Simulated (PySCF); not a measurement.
**[Bi(H2O)4]3+: a change of charge**

How does [Bi(H2O)4]3+ respond at fixed geometry? The runs cover a change of charge. It is a constructed species; whether it can be made isn't addressed.

Computed with PySCF 2.14.0. Level: PBE0, Bi def2-SVP with ECP60, O def2-SVP, H def2-SVP; scalar-relativistic core potentials, no spin–orbit coupling.

1 further run of the same task is left out (for a known fault of the program).

### 1 The system as given

13 atoms, charge 3, spin multiplicity 1.

Bond lengths: Bi1–O2 2.342 Å, Bi1–O5 2.342 Å, Bi1–O8 2.342 Å, Bi1–O11 2.342 Å, O2–H3 0.984 Å, O2–H4 0.984 Å, O5–H6 0.984 Å, O5–H7 0.984 Å, O8–H9 0.984 Å, O8–H10 0.984 Å, O11–H12 0.984 Å, O11–H13 0.984 Å. Angles: O2–Bi1–O5 110.1°, O2–Bi1–O8 108.3°, O2–Bi1–O11 110.1°, O5–Bi1–O8 110.1°, O5–Bi1–O11 108.3°, O8–Bi1–O11 110.1°, Bi1–O2–H3 126.9°, Bi1–O2–H4 127.5°, H3–O2–H4 105.6°, Bi1–O5–H6 127.5°, Bi1–O5–H7 126.9°, H6–O5–H7 105.6°, Bi1–O8–H9 127.5°, Bi1–O8–H10 126.9°, H9–O8–H10 105.6°, Bi1–O11–H12 126.9°, Bi1–O11–H13 127.5°, H12–O11–H13 105.6°.

As a file:

```xyz
13

Bi   -0.00018    0.00000    0.00000
O     1.37148    1.30744    1.37573
H     1.26359    1.46242    2.34174
H     2.17555    1.81126    1.11445
O    -1.37151   -1.37590    1.30765
H    -2.17521   -1.11486    1.81184
H    -1.26381   -2.34176    1.46235
O     1.37148   -1.30744   -1.37573
H     2.17555   -1.81126   -1.11445
H     1.26359   -1.46242   -2.34174
O    -1.37151    1.37590   -1.30765
H    -1.26381    2.34176   -1.46235
H    -2.17521    1.11486   -1.81184
```

Formal oxidation states: Bi +3. An earlier session relaxed this geometry at PBE0, Bi def2-SVP with ECP60, O def2-SVP, H def2-SVP (singlet, point group D2).

Its energy there is -518.587006 Eh.

### 2 One electron removed, multiplicity 2

File run.py (the lines that set the calculation):

```python
mol = gto.M(atom='''
Bi    -0.00018     0.00000     0.00000
O      1.37148     1.30744     1.37573
H      1.26359     1.46242     2.34174
H      2.17555     1.81126     1.11445
O     -1.37151    -1.37590     1.30765
H     -2.17521    -1.11486     1.81184
H     -1.26381    -2.34176     1.46235
O      1.37148    -1.30744    -1.37573
H      2.17555    -1.81126    -1.11445
H      1.26359    -1.46242    -2.34174
O     -1.37151     1.37590    -1.30765
H     -1.26381     2.34176    -1.46235
H     -2.17521     1.11486    -1.81184''',
    basis={'Bi': 'def2-SVP', 'O': 'def2-SVP', 'H': 'def2-SVP'},
    ecp={'Bi': 'def2-SVP'},
    charge=4, spin=1)
mf = dft.UKS(mol, xc='PBE0')
mf.grids.atom_grid = (50, 194)
mf = mf.density_fit()  # fitting sets: Bi def2-universal-JKFIT, O def2-universal-JKFIT, H def2-universal-JKFIT
mf.conv_tol = 1e-08; mf.max_cycle = 55
mf.kernel(dm0)  # dm0: the density of the relaxed state
```

Run with:

```
$ OMP_NUM_THREADS=2 python run.py
```

What it wrote:

```text
init E= -518.592561959357
  HOMO = -0.884906380597  LUMO = -0.882288537708  gap/eV = 0.07124
cycle= 1 E= -517.597913997801  delta_E= 0.995  |g|= 0.258  |ddm|= 0.652
  HOMO = -1.12673095965  LUMO = -1.09042876084  gap/eV = 0.98783
cycle= 2 E= -517.58242074958  delta_E= 0.0155  |g|= 0.346  |ddm|= 0.366
  HOMO = -1.07570411909  LUMO = -1.03871108394  gap/eV = 1.00663
cycle= 3 E= -517.626127913794  delta_E= -0.0437  |g|= 0.0188  |ddm|= 0.214
  HOMO = -1.06892058547  LUMO = -1.03398641353  gap/eV = 0.95061
cycle= 4 E= -517.624778230269  delta_E= 0.00135  |g|= 0.0561  |ddm|= 0.0809
  HOMO = -1.07046309416  LUMO = -1.03356020358  gap/eV = 1.00418
cycle= 5 E= -517.626242131302  delta_E= -0.00146  |g|= 0.0158  |ddm|= 0.0762
  HOMO = -1.07056580155  LUMO = -1.03286873906  gap/eV = 1.02579
cycle= 6 E= -517.626373133141  delta_E= -0.000131  |g|= 0.00123  |ddm|= 0.0192
  HOMO = -1.07046507027  LUMO = -1.03269411926  gap/eV = 1.02780
cycle= 7 E= -517.626374953611  delta_E= -1.82e-06  |g|= 0.000247  |ddm|= 0.00262
  HOMO = -1.07045336676  LUMO = -1.03268690878  gap/eV = 1.02768
cycle= 8 E= -517.626375022001  delta_E= -6.84e-08  |g|= 6.06e-05  |ddm|= 0.000527
  HOMO = -1.07045259299  LUMO = -1.03268629887  gap/eV = 1.02767
cycle= 9 E= -517.626375027112  delta_E= -5.11e-09  |g|= 1.27e-05  |ddm|= 0.000166
  HOMO = -1.07045284447  LUMO = -1.03268563641  gap/eV = 1.02770
Extra cycle  E= -517.626375027688  delta_E= -5.75e-10  |g|= 1.1e-05  |ddm|= 6.92e-05
converged SCF energy = -517.626375027688  <S^2> = 0.7612323  2S+1 = 2.0112009
```

Run time: 6.1 s. Hardware: 2 threads of Intel Xeon Platinum 8259CL at 2.50GHz (Skylake/Cascade Lake), shared host.

It gives: E = -517.626375 Eh (+26.140 eV from the relaxed state), HOMO -29.13 eV, LUMO -28.10 eV (over both spins), ⟨S²⟩ = 0.761, Mulliken charge on Bi1 +1.92 e. 

### 3 One electron added, multiplicity 2

run.py (the lines that set the calculation): that of step 2 with these lines changed.

```diff
@@ -16,3 +16,3 @@
     ecp={'Bi': 'def2-SVP'},
-    charge=4, spin=1)
+    charge=2, spin=1)
 mf = dft.UKS(mol, xc='PBE0')
```

Run with:

```
$ OMP_NUM_THREADS=2 python run.py
```

What it wrote:

```text
init E= -518.592203620568
  HOMO = -0.622052781333  LUMO = -0.616966070255  gap/eV = 0.13842
cycle= 1 E= -519.103088092456  delta_E= -0.511  |g|= 0.192  |ddm|= 1.21
  HOMO = -0.413580787289  LUMO = -0.345633241369  gap/eV = 1.84895
cycle= 2 E= -519.118922920503  delta_E= -0.0158  |g|= 0.154  |ddm|= 0.69
  HOMO = -0.45712482627  LUMO = -0.382607662679  gap/eV = 2.02772
cycle= 3 E= -519.129239037205  delta_E= -0.0103  |g|= 0.0327  |ddm|= 0.234
  HOMO = -0.462688097274  LUMO = -0.387460106713  gap/eV = 2.04706
cycle= 4 E= -519.129637604555  delta_E= -0.000399  |g|= 0.0131  |ddm|= 0.043
  HOMO = -0.464238354372  LUMO = -0.387877810472  gap/eV = 2.07788
cycle= 5 E= -519.129708827649  delta_E= -7.12e-05  |g|= 0.00179  |ddm|= 0.013
  HOMO = -0.464180773486  LUMO = -0.387713627057  gap/eV = 2.08078
cycle= 6 E= -519.129711726138  delta_E= -2.9e-06  |g|= 0.00173  |ddm|= 0.00629
  HOMO = -0.46417816903  LUMO = -0.387641532545  gap/eV = 2.08267
cycle= 7 E= -519.129714130418  delta_E= -2.4e-06  |g|= 0.000402  |ddm|= 0.00422
  HOMO = -0.464171092549  LUMO = -0.38762993121  gap/eV = 2.08279
cycle= 8 E= -519.129716579871  delta_E= -2.45e-06  |g|= 0.000348  |ddm|= 0.00801
  HOMO = -0.464180332201  LUMO = -0.387638467701  gap/eV = 2.08281
cycle= 9 E= -519.129718606571  delta_E= -2.03e-06  |g|= 0.000348  |ddm|= 0.00673
  HOMO = -0.464180401724  LUMO = -0.387638514886  gap/eV = 2.08281
cycle= 10 E= -519.129718693429  delta_E= -8.69e-08  |g|= 0.000348  |ddm|= 0.000288
  HOMO = -0.464535530119  LUMO = -0.387782938149  gap/eV = 2.08854
cycle= 11 E= -519.129683568307  delta_E= 3.51e-05  |g|= 0.000677  |ddm|= 0.127
  HOMO = -0.464583817112  LUMO = -0.387794479532  gap/eV = 2.08954
cycle= 12 E= -519.129680246806  delta_E= 3.32e-06  |g|= 0.000742  |ddm|= 0.0136
  HOMO = -0.464903526803  LUMO = -0.387932903682  gap/eV = 2.09448
cycle= 13 E= -519.129676761087  delta_E= 3.49e-06  |g|= 0.00119  |ddm|= 0.0126
  HOMO = -0.466383272845  LUMO = -0.388331208982  gap/eV = 2.12390
cycle= 14 E= -519.129635377273  delta_E= 4.14e-05  |g|= 0.00331  |ddm|= 0.233
  HOMO = -0.465668466875  LUMO = -0.388114288985  gap/eV = 2.11036
cycle= 15 E= -519.129644989212  delta_E= -9.61e-06  |g|= 0.00229  |ddm|= 0.0658
  HOMO = -0.466288461821  LUMO = -0.388247604643  gap/eV = 2.12360
cycle= 16 E= -519.129634949292  delta_E= 1e-05  |g|= 0.00316  |ddm|= 0.0854
  HOMO = -0.465383992843  LUMO = -0.387892014277  gap/eV = 2.10866
cycle= 17 E= -519.129641341821  delta_E= -6.39e-06  |g|= 0.00186  |ddm|= 0.0341
  HOMO = -0.465718631451  LUMO = -0.387935536039  gap/eV = 2.11659
cycle= 18 E= -519.129637132054  delta_E= 4.21e-06  |g|= 0.0023  |ddm|= 0.0575
  HOMO = -0.464975206972  LUMO = -0.387505898937  gap/eV = 2.10805
cycle= 19 E= -519.129639162795  delta_E= -2.03e-06  |g|= 0.0012  |ddm|= 0.041
  HOMO = -0.464396624837  LUMO = -0.387244871409  gap/eV = 2.09941
cycle= 20 E= -519.129640015202  delta_E= -8.52e-07  |g|= 0.000376  |ddm|= 0.00246
  HOMO = -0.464172575829  LUMO = -0.387145892793  gap/eV = 2.09600
cycle= 21 E= -519.129640104019  delta_E= -8.88e-08  |g|= 5.3e-05  |ddm|= 0.00153
  HOMO = -0.464135853568  LUMO = -0.387131321775  gap/eV = 2.09540
cycle= 22 E= -519.12964010537  delta_E= -1.35e-09  |g|= 9.45e-07  |ddm|= 0.00111
  HOMO = -0.464135499475  LUMO = -0.387131117932  gap/eV = 2.09540
Extra cycle  E= -519.129640105372  delta_E= -2.61e-12  |g|= 7.57e-07  |ddm|= 2.02e-06
converged SCF energy = -519.129640105372  <S^2> = 0.75214555  2S+1 = 2.0021444
```

Run time: 12 s. Hardware: 2 threads of Intel Xeon Platinum 8259CL at 2.50GHz (Skylake/Cascade Lake), shared host.

It gives: E = -519.129640 Eh (-14.766 eV from the relaxed state), HOMO -12.63 eV, LUMO -10.86 eV (over both spins), ⟨S²⟩ = 0.752, Mulliken charge on Bi1 +1.14 e. 

### 4 The states side by side

| state | energy from the relaxed state (eV) | ⟨S²⟩ | time |
| --- | --- | --- | --- |
| charge +3, singlet, vacuum (relaxed) | 0 | 0.00 |  |
| charge +2, doublet, vacuum | -14.77 | 0.75 | 12 s |
| charge +4, doublet, vacuum | 26.14 | 0.76 | 6.1 s |

An electron taken off or put on is at rest in vacuum. 

Removing an electron vertically costs 26.14 eV (doublet), against −HOMO = 24.18 eV. Adding an electron vertically releases 14.77 eV (doublet). These are double-zeta-type bases without diffuse functions. Spin–orbit coupling is left out.
